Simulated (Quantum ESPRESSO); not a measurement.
A calculation with Quantum ESPRESSO 7.5 of Co2Pd (native input, structure typed inline):

The input pw.in:

```
&CONTROL
  calculation = 'scf'
  prefix = 'pwscf'
  outdir = './tmp'
  pseudo_dir = './pseudo'
  tprnfor = .true.
  tstress = .true.
  disk_io = 'low'
/
&SYSTEM
  ibrav = 0
  celldm(1) = 8
  nat = 3
  ntyp = 2
  ecutwfc = 56
  ecutrho = 448
  nbnd = 37
  occupations = 'smearing'
  smearing = 'fd'
  degauss = 0.00367493
  nspin = 2
  starting_magnetization(1) = 0
  starting_magnetization(2) = 0.1176
/
&ELECTRONS
  conv_thr = 6d-10
  electron_maxstep = 120
  mixing_beta = 0.3
/
ATOMIC_SPECIES
Pd   106.4200 pd_pbesol_v1.4.uspp.F.UPF
Co    58.9332 co_pbesol_v1.2.uspp.F.UPF
CELL_PARAMETERS alat
  0.6231207785759   0.0000000000000   0.0000000000000
 -0.3115603892998   0.5396384238896   0.0000000000000
  0.0000000000000   0.0000000000000   1.4927286809121
ATOMIC_POSITIONS crystal
Pd     0.0000000000    0.0000000000    0.0000000000
Co     0.6666666667    0.3333333333    0.3497780000
Co     0.3333333333    0.6666666667    0.6502220000
K_POINTS automatic
12 12 4 0 0 0
```

The input pp_density.in:

```
&INPUTPP
  prefix = 'pwscf'
  outdir = './tmp'
  filplot = 'density.dat'
  plot_num = 0
/
&PLOT
  nfile = 1
  filepp(1) = 'density.dat'
  iflag = 3
  output_format = 6
  fileout = 'density.cube'
/
```

pp_potential.in

```
&INPUTPP
  prefix = 'pwscf'
  outdir = './tmp'
  filplot = 'potential.dat'
  plot_num = 11
/
&PLOT
  nfile = 1
  filepp(1) = 'potential.dat'
  iflag = 3
  output_format = 6
  fileout = 'potential.cube'
/
```

The input pp_spin.in:

```
&INPUTPP
  prefix = 'pwscf'
  outdir = './tmp'
  filplot = 'spin.dat'
  plot_num = 6
/
&PLOT
  nfile = 1
  filepp(1) = 'spin.dat'
  iflag = 3
  output_format = 6
  fileout = 'spin.cube'
/
```

Potentials or basis: GBRV 1.5 PBEsol.

Run with:

```bash
$ OMP_NUM_THREADS=1 mpirun -n 2 pw.x -nk 2 -in pw.in > pw.out
$ OMP_NUM_THREADS=1 mpirun -n 1 pp.x -in pp_density.in > pp_density.out
$ OMP_NUM_THREADS=1 mpirun -n 1 pp.x -in pp_potential.in > pp_potential.out
$ OMP_NUM_THREADS=1 mpirun -n 1 pp.x -in pp_spin.in > pp_spin.out
```

The cell comes from a database or a generator and needn't be the stable form of this composition.

Task: Write the same calculation in another form: ASE script, structure typed inline.

Result: As run:

Contents of run.py:

```python
import numpy as np
from ase.calculators.espresso import Espresso, EspressoProfile
from ase import Atoms

atoms = Atoms(['Pd', 'Co', 'Co'],
              cell=[[2.6379305253, 0.0, 0.0], [-1.3189652627, 2.2845148484, 0.0], [0.0, 0.0, 6.319344]],
              scaled_positions=[[0.0, 0.0, 0.0], [0.6666666667, 0.3333333333, 0.349778], [0.3333333333, 0.6666666667, 0.650222]],
              pbc=True)
atoms.set_initial_magnetic_moments([0.0, 2.0, 2.0])

input_data = {
    'control': {'calculation': 'scf', 'prefix': 'pwscf', 'outdir': './tmp', 'tprnfor': True, 'tstress': True, 'disk_io': 'nowf'},
    'system': {'ecutwfc': 56.0, 'ecutrho': 448.0, 'nbnd': 37, 'occupations': 'smearing', 'smearing': 'fd', 'degauss': 0.00367493, 'nspin': 2},
    'electrons': {'conv_thr': 6e-10, 'electron_maxstep': 120, 'mixing_beta': 0.3},
}
pseudopotentials = {'Co': 'co_pbesol_v1.2.uspp.F.UPF', 'Pd': 'pd_pbesol_v1.4.uspp.F.UPF'}
profile = EspressoProfile(command='mpirun -n 2 pw.x -nk 2', pseudo_dir='pseudo')
dft = Espresso(profile=profile, input_data=input_data, pseudopotentials=pseudopotentials, kpts=(12, 12, 4), koffset=(0, 0, 0))
atoms.calc = dft

print(f'energy {atoms.get_potential_energy():.8f} eV')
print('forces (eV/A)')
print(np.round(atoms.get_forces(), 6))
print('stress (eV/A^3, Voigt)')
print(np.round(atoms.get_stress(), 8))
print(f'Fermi level {dft.get_fermi_level():.4f} eV')
```

Potentials or basis: GBRV 1.5 PBEsol.

Run with:

```bash
$ OMP_NUM_THREADS=1 python run.py
```

Both were run:

|  | native input, structure typed inline | ASE script, structure typed inline |
| --- | --- | --- |
| Pressure | -10.0 GPa | -10.0 GPa |
| Largest force | 0.054 eV/Å | 0.054 eV/Å |
| Band gap on the k mesh | none (metal or under the smearing width) | none (metal or under the smearing width) |
| Net moment | 3.86 μB per cell | 3.86 μB per cell |
| Absolute moment | 4.23 μB per cell | 4.23 μB per cell |
| Site moments | Pd +0.24; Co +1.89 μB | Pd +0.24; Co +1.89 μB |
| Valence electrons inside the program's atomic spheres | Pd 14.22; Co 15.37 | Pd 14.22; Co 15.37 |

Keys that steer only the numerical path or the files written may differ.
